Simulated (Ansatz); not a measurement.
Wanted: the native input for an Ansatz 0.2.0 run.

| Quantity | Value |
| --- | --- |
| Task | phonons |
| Functional | PBEsol |
| Potentials or basis | Ansatz PAW |
| Cutoff | 420 eV (not typed: the program's choice for these potentials) |
| k mesh | 10 × 10 × 10 |
| Occupations | fermi-dirac, width 0.05 eV |
| Spin | collinear spin, ferromagnetic start |
| Starting moments | [3.0, 2.0, 0.0, 0.0] μB |

VCrC2:

```
CELL_PARAMETERS angstrom
1.46063 0.84330 4.73939
-1.46063 0.84330 4.73939
0.00000 -1.68659 4.73939
ATOMIC_POSITIONS crystal
Cr 0.50000 0.50000 0.50000
V 0.00000 0.00000 0.00000
C 0.24876 0.24876 0.24876
C 0.75124 0.75124 0.75124
```

The cell comes from a database or a generator and needn't be the stable form of this composition.

One way to write it, as run:

input.yaml

```yaml
crystal:
  lattice:
    - [1.4606320425, 0.8432963029, 4.7393853233]
    - [-1.4606320425, 0.8432963029, 4.7393853233]
    - [0.0, -1.6865926058, 4.7393853233]
  atoms:
    - { symbol: Cr, position: [0.5, 0.5, 0.5], spin: 3.0 }
    - { symbol: V, position: [0.0, 0.0, 0.0], spin: 2.0 }
    - { symbol: C, position: [0.248759, 0.248759, 0.248759] }
    - { symbol: C, position: [0.751241, 0.751241, 0.751241] }
hamiltonian:
  xc: pbesol
  pseudopotentials: { kind: paw }
magnetization:
  spin_polarized: true
kpoints:
  mp_grid: { grid: [10, 10, 10] }
scf:
  occupations: { method: fermi_dirac, width: 0.05 }
phonons:
  method: dfpt
```

Potentials or basis: Ansatz PAW.

The run is started by

```sh
$ ansatz run input.yaml --threads 2 --pin off --max-ram 5632MiB --backend cpu --events-out ev --progress --plain --runs-dir out
```

Results of the run:

- Band gap on the k mesh: none (metal or under the smearing width)
- Net moment: 0.67 μB per cell
- Absolute moment: 0.81 μB per cell
- Site moments: Cr +0.57; V +0.07; C -0.03 μB
- Highest phonon frequency at Γ: 698 cm⁻¹

Wall time 7.5 min on 2 threads of Intel(R) Xeon(R) Processor @ 2.50GHz (Skylake/Cascade Lake) (shared host), peak memory 1.6 GiB.
